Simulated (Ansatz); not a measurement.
# F2H6Si2: the cost of one run

All numbers below are computed with Ansatz 0.2.0 (RKS PBE/def2-SVP).

### 1 The structure to begin with

Bond lengths: Si1–H3 1.460 Å, Si1–F4 1.589 Å, Si1–F5 1.589 Å, Si1–Si6 2.520 Å, Si6–H7 1.460 Å, Si6–H8 1.460 Å, Si6–H9 1.460 Å. Angles: H3–Si1–F4 109.5°, H3–Si1–F5 109.5°, H3–Si1–Si6 178.9°, F4–Si1–F5 109.5°, F4–Si1–Si6 70.0°, F5–Si1–Si6 70.0°, Si1–Si6–H7 109.5°, Si1–Si6–H8 109.5°, Si1–Si6–H9 109.5°, H7–Si6–H8 109.4°, H7–Si6–H9 109.4°, H8–Si6–H9 109.4°.

As a file:

```xyz
10

Si    0.0000    0.0000    0.0000
H     0.0000    0.0000    1.8100
H     1.3768    0.0000   -0.4862
F    -0.7489    1.2974   -0.5295
F    -0.7489   -1.2974   -0.5295
Si   -2.3914    0.0000    0.7946
H    -3.1794   -0.9102   -0.0313
H    -2.4426   -0.4389    2.1861
H    -2.9397    1.3491    0.6900
H    -0.9452    0.0000    1.8966
```

### 2 A restrained relaxation towards end A

Springs on the bonds that form and break draw the guess towards this end; the thresholds are loose.

The input, input.yaml:

```yaml
crystal:
  periodic: [false, false, false]
  atoms:
    - { symbol: Si, position_ang: [0.0, 0.0, 0.0] }
    - { symbol: H, position_ang: [0.0, 0.0, 1.81] }
    - { symbol: H, position_ang: [1.3768, 0.0, -0.4862] }
    - { symbol: F, position_ang: [-0.7489, 1.2974, -0.5295] }
    - { symbol: F, position_ang: [-0.7489, -1.2974, -0.5295] }
    - { symbol: Si, position_ang: [-2.3914, 0.0, 0.7946] }
    - { symbol: H, position_ang: [-3.1794, -0.9102, -0.0313] }
    - { symbol: H, position_ang: [-2.4426, -0.4389, 2.1861] }
    - { symbol: H, position_ang: [-2.9397, 1.3491, 0.69] }
    - { symbol: H, position_ang: [-0.9452, 0.0, 1.8966] }
basis:
  gaussian: { orbitals: def2-SVP }
hamiltonian:
  xc: pbe
relax:
  f_tol: 0.15
  max_steps: 25
  restrain:
    - { distance: [0, 5], at: 3.42, k: 30.0 }
    - { distance: [9, 1], at: 1.86, k: 30.0 }
    - { distance: [0, 1], at: 1.46, k: 30.0 }
    - { distance: [9, 5], at: 1.46, k: 30.0 }
output:
  orbitals: {}
```

On the command line:

```console
$ ansatz run input.yaml --threads 2 --pin off --max-ram 3072MiB --backend cpu --events-out ev --progress --plain --runs-dir out
```

**Question.** How long does this run take on 2 threads of Arm Neoverse V2, shared host, and how much memory does it need?

About 16 s, with a peak of 0.13 GiB.
